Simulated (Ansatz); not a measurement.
# Al (Aluminum): the cost of one run

Method: DFT LDA, scalar-relativistic, plane waves, PAW, in Ansatz 0.2.0.

## (1) The starting structure

Symmetry: Fm-3m, No. 225, cubic system. Conventional cell: a = 4.041 Å, b = 4.041 Å, c = 4.041 Å, α = 90.00°, β = 90.00°, γ = 90.00°. Al (site symmetry m-3m) is surrounded by 12 Al at 2.86 Å.

Structure file:

```cif
data_structure
_symmetry_space_group_name_H-M 'P 1'
_symmetry_Int_Tables_number 1
_cell_length_a 2.8577
_cell_length_b 2.8577
_cell_length_c 2.8577
_cell_angle_alpha 60.000
_cell_angle_beta 60.000
_cell_angle_gamma 60.000
_cell_volume 16.50
loop_
_atom_site_label
_atom_site_type_symbol
_atom_site_fract_x
_atom_site_fract_y
_atom_site_fract_z
_atom_site_occupancy
Al1 Al 0.00000 0.00000 0.00000 1
```

It is the result of an earlier relaxation at this level (volume 16.50 Å³/atom; gap on the mesh: none (metal)).

## (2) Bulk reference on the slab's mesh

The input, input.yaml:

```yaml
crystal:
  lattice:
    - [2.8168441069, 0.0, 0.0]
    - [0.0, 2.8168441069, 0.0]
    - [1.4084220535, 1.4084220535, 1.9918095695]
  atoms:
    - { symbol: Al, position: [0.0, 0.0, 0.0] }
basis:
  ecutwfc: 420
kpoints:
  mp_grid: { grid: [12, 12, 17] }
hamiltonian:
  xc: lda
scf:
  occupations: { method: gaussian, width: 0.1 }
output:
  forces: true
  stress: true
  eigenvalues: true
```

Launch:

```console
> ansatz run input.yaml --threads 1 --pin off --max-ram 2560MiB --backend cpu --events-out ev --progress --plain --runs-dir out
```

Q: Estimate wall time and peak memory on 1 thread of Arm Neoverse V1, shared host.

About 4 s, with a peak of 0.34 GiB.
